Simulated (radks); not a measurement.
# The Coulomb parameter U of the 4f shell of Dy³⁺

Aim: U as the second difference [E(n + 1) + E(n − 1) − 2E(n)]/1², with all orbitals relaxed. Bare: the atom's charge changes with n. Screened: the 5d shell takes up the change. The start is a model configuration, not necessarily the ground state.

Method: Dirac Kohn-Sham, PBE, spin-unpolarised, spherical densities, finite nucleus; open shells are shared between the two j in proportion to 2j + 1. Code: radks (a radial shooting solver on a logarithmic mesh, Libxc functionals) version 1.

## 1. Starting point

* element: dysprosium (Z = 66)
* charge: +3
* electrons: 63
* configuration: [Xe] 4f8 5d1
* nuclear rms radius: 5.2218 fm

The outer shells:

Dy³⁺
```
[Xe] core
4f [↑↓][↑ ][↑ ][↑ ][↑ ][↑ ][↑ ]
5d [↑ ][  ][  ][  ][  ]
```

## 2. Start: [Xe] 4f8 5d1

The run's settings:

```text
Z 66
configuration [Xe] 4f8 5d1
relativity Dirac
functional pbe,pbe
spin unpolarised
j_filling average
nucleus finite rms 5.2218 fm
c 137.035999084
```

## 3. Bare +1: [Xe] 4f9 5d1

Changes since step 2:

```diff
@@ -1,3 +1,3 @@
 Z 66
-configuration [Xe] 4f8 5d1
+configuration [Xe] 4f9 5d1
 relativity Dirac
```

## 4. Bare -1: [Xe] 4f7 5d1

Changes since step 3:

```diff
@@ -1,3 +1,3 @@
 Z 66
-configuration [Xe] 4f9 5d1
+configuration [Xe] 4f7 5d1
 relativity Dirac
```

## 5. Screened +1: [Xe] 4f9

Changes since step 4:

```diff
@@ -1,3 +1,3 @@
 Z 66
-configuration [Xe] 4f7 5d1
+configuration [Xe] 4f9
 relativity Dirac
```

## 6. Screened -1: [Xe] 4f7 5d2

Changes since step 5:

```diff
@@ -1,3 +1,3 @@
 Z 66
-configuration [Xe] 4f9
+configuration [Xe] 4f7 5d2
 relativity Dirac
```

What does the calculation give?

The runs gave:

```csv
quantity,value (eV)
"U, bare",20.018
"U, screened by 5d",5.751
```

Letting 5d compensate leaves 29 % of the bare value; this second difference measures U(4f,4f) + U(5d,5d) − 2U(4f,5d). A solid screens further than the bare atom, so the bare value is an upper guide for the U of a crystal.
